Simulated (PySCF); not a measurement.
**Pb(OH)4: other functionals and bases at one geometry**

How far do other levels of theory move the description of Pb(OH)4, and what does each cost? The species was built from a template and needn't be a known compound.

The runs use PySCF 2.14.0; several levels, as the steps say, no spin–orbit coupling.

2 further runs of the same task are left out: 2 for a known fault of the program. Runs told in other sessions of the task aren't counted.

**1. Starting geometry**

9 atoms, charge 0, spin multiplicity 1.

Bond lengths: Pb1–O2 2.123 Å, Pb1–O4 2.122 Å, Pb1–O6 2.122 Å, Pb1–O8 2.122 Å, O2–H3 0.982 Å, O4–H5 0.983 Å, O6–H7 0.982 Å, O8–H9 0.982 Å. Angles: O2–Pb1–O4 106.0°, O2–Pb1–O6 117.7°, O2–Pb1–O8 105.6°, O4–Pb1–O6 105.7°, O4–Pb1–O8 116.9°, O6–Pb1–O8 105.6°, Pb1–O2–H3 105.0°, Pb1–O4–H5 105.3°, Pb1–O6–H7 105.4°, Pb1–O8–H9 105.1°.

Geometry (Å):

| atom | x (Å) | y (Å) | z (Å) |
| --- | --- | --- | --- |
| Pb1 | 0.0511 | 0.4006 | 0.0044 |
| O2 | 0.0489 | -1.1320 | 1.4733 |
| H3 | -0.4672 | -0.7637 | 2.2235 |
| O4 | 0.2854 | -0.5808 | -1.8623 |
| H5 | -0.1203 | -1.4676 | -1.7415 |
| O6 | 1.6012 | 1.8468 | 0.0905 |
| H7 | 2.3451 | 1.4624 | -0.4231 |
| O8 | -1.7524 | 1.4793 | 0.3017 |
| H9 | -1.5794 | 2.3730 | -0.0665 |

Formal oxidation states: Pb +4. An earlier session relaxed this geometry at BP86, Pb def2-SVP with ECP60, O def2-SVP, H def2-SVP (singlet, point group S4).

At BP86 on the finer grid: E = -496.059071 Eh, HOMO -6.93 eV, LUMO -4.32 eV, Mulliken charge on Pb1 +0.86 e, largest force component 0.021 eV/Å. 

Levels to run: TPSS; HF; TPSSh; M06-L; BP86, TZVP; BP86, x2c-SVP. Hardware: 2 threads of Arm Neoverse V1, shared host.

**2. TPSS**

Input file run.py (the lines that set the calculation):

```python
mol = gto.M(atom='''
Pb     0.05114     0.40062     0.00436
O      0.04886    -1.13195     1.47332
H     -0.46722    -0.76365     2.22354
O      0.28537    -0.58085    -1.86232
H     -0.12034    -1.46763    -1.74149
O      1.60115     1.84680     0.09049
H      2.34511     1.46236    -0.42311
O     -1.75241     1.47932     0.30170
H     -1.57943     2.37303    -0.06650''',
    basis={'Pb': 'def2-SVP', 'O': 'def2-SVP', 'H': 'def2-SVP'},
    ecp={'Pb': 'def2-SVP'},
    charge=0, spin=0)
mf = dft.RKS(mol, xc='TPSS')
mf.grids.atom_grid = (75, 302)
mf = mf.density_fit()  # fitting sets: Pb def2-universal-JKFIT, O def2-universal-JKFIT, H def2-universal-JKFIT
mf.conv_tol = 1e-08; mf.max_cycle = 55
mf.kernel(dm0)  # dm0: the density of the relaxed state
```

On the command line:

```bash
$ OMP_NUM_THREADS=2 python run.py
```

**3. HF**

Edit run.py (the lines that set the calculation) of step 2 so:

```diff
@@ -13,4 +13,3 @@
     charge=0, spin=0)
-mf = dft.RKS(mol, xc='TPSS')
-mf.grids.atom_grid = (75, 302)
+mf = scf.RHF(mol)
 mf = mf.density_fit()  # fitting sets: Pb def2-universal-JKFIT, O def2-universal-JKFIT, H def2-universal-JKFIT
```

**4. TPSSh**

Edit run.py (the lines that set the calculation) of step 3 so:

```diff
@@ -13,3 +13,4 @@
     charge=0, spin=0)
-mf = scf.RHF(mol)
+mf = dft.RKS(mol, xc='TPSSH')
+mf.grids.atom_grid = (75, 302)
 mf = mf.density_fit()  # fitting sets: Pb def2-universal-JKFIT, O def2-universal-JKFIT, H def2-universal-JKFIT
```

**5. M06-L**

Edit run.py (the lines that set the calculation) of step 4 so:

```diff
@@ -13,3 +13,3 @@
     charge=0, spin=0)
-mf = dft.RKS(mol, xc='TPSSH')
+mf = dft.RKS(mol, xc='M06L')
 mf.grids.atom_grid = (75, 302)
```

**6. BP86, TZVP**

Basis: Pb def2-TZVP with ECP60, O def2-TZVP, H def2-TZVP. 

Edit run.py (the lines that set the calculation) of step 5 so:

```diff
@@ -10,6 +10,6 @@
 H     -1.57943     2.37303    -0.06650''',
-    basis={'Pb': 'def2-SVP', 'O': 'def2-SVP', 'H': 'def2-SVP'},
-    ecp={'Pb': 'def2-SVP'},
+    basis={'Pb': 'def2-TZVP', 'O': 'def2-TZVP', 'H': 'def2-TZVP'},
+    ecp={'Pb': 'def2-TZVP'},
     charge=0, spin=0)
-mf = dft.RKS(mol, xc='M06L')
+mf = dft.RKS(mol, xc='B88,P86')
 mf.grids.atom_grid = (75, 302)
@@ -17,2 +17,2 @@
 mf.conv_tol = 1e-08; mf.max_cycle = 55
-mf.kernel(dm0)  # dm0: the density of the relaxed state
+mf.kernel(dm0)  # dm0: free metal ions and neutral atoms
```

**7. BP86, x2c-SVP**

Basis: Pb x2c-SVPall, O x2c-SVPall, H x2c-SVPall. All electrons are treated, with the spin-free X2C Hamiltonian.

Input file run.py (the lines that set the calculation):

```python
mol = gto.M(atom='''
Pb     0.05114     0.40062     0.00436
O      0.04886    -1.13195     1.47332
H     -0.46722    -0.76365     2.22354
O      0.28537    -0.58085    -1.86232
H     -0.12034    -1.46763    -1.74149
O      1.60115     1.84680     0.09049
H      2.34511     1.46236    -0.42311
O     -1.75241     1.47932     0.30170
H     -1.57943     2.37303    -0.06650''',
    basis={'Pb': 'x2c-SVPall', 'O': 'x2c-SVPall', 'H': 'x2c-SVPall'},
    nucmod='G',
    charge=0, spin=0)
mf = dft.RKS(mol, xc='B88,P86')
mf.grids.atom_grid = (99, 590)
mf = mf.density_fit()  # fitting sets: Pb AutoAux, O AutoAux, H AutoAux
mf = mf.sfx2c1e()
mf.conv_tol = 1e-08; mf.max_cycle = 55
mf.kernel(dm0)  # dm0: free metal ions and neutral atoms
```

Q: Predict the outcome of this session. Wanted: for each run, HOMO; gap; charge on Pb1; dipole; largest force component.

As calculated:

| level | state | HOMO (eV) | gap (eV) | charge on Pb1 (e) | dipole (D) | largest force component (eV/Å) | basis functions | time |
| --- | --- | --- | --- | --- | --- | --- | --- | --- |
| BP86 (relaxed here) | singlet | -6.93 | 2.61 | 0.86 | 0.04 | 0.02 | 102 | 13 s |
| TPSS | singlet | -6.96 | 2.83 | 0.93 | 0.04 | 0.13 | 102 | 8.1 s |
| HF | singlet | -12.69 | 12.67 | 1.55 | 0.06 | 2.11 | 102 | 2.2 s |
| TPSSh | singlet | -7.71 | 3.83 | 1.00 | 0.04 | 0.43 | 102 | 7.8 s |
| M06-L | singlet | -7.24 | 3.12 | 1.19 | 0.04 | 0.59 | 102 | 8.4 s |
| BP86, TZVP | singlet | -7.44 | 2.69 | 1.12 | 0.04 | 0.36 | 198 | 16 s |
| BP86, x2c-SVP | singlet | -6.92 | 2.57 | 0.92 | 0.04 | 0.22 | 138 | 34 s |

Times are on 2 threads of Arm Neoverse V1, shared host; the first row also made further properties.

In one basis the HOMO–LUMO gap runs from 2.61 eV (BP86) to 12.67 eV (HF). The largest leftover force, 2.11 eV/Å with HF, stands at a geometry relaxed at another level. The Mulliken charge on Pb spans +0.86 to +1.55 e over the levels. Total energies of different levels can't be compared. Spin–orbit coupling is left out throughout.
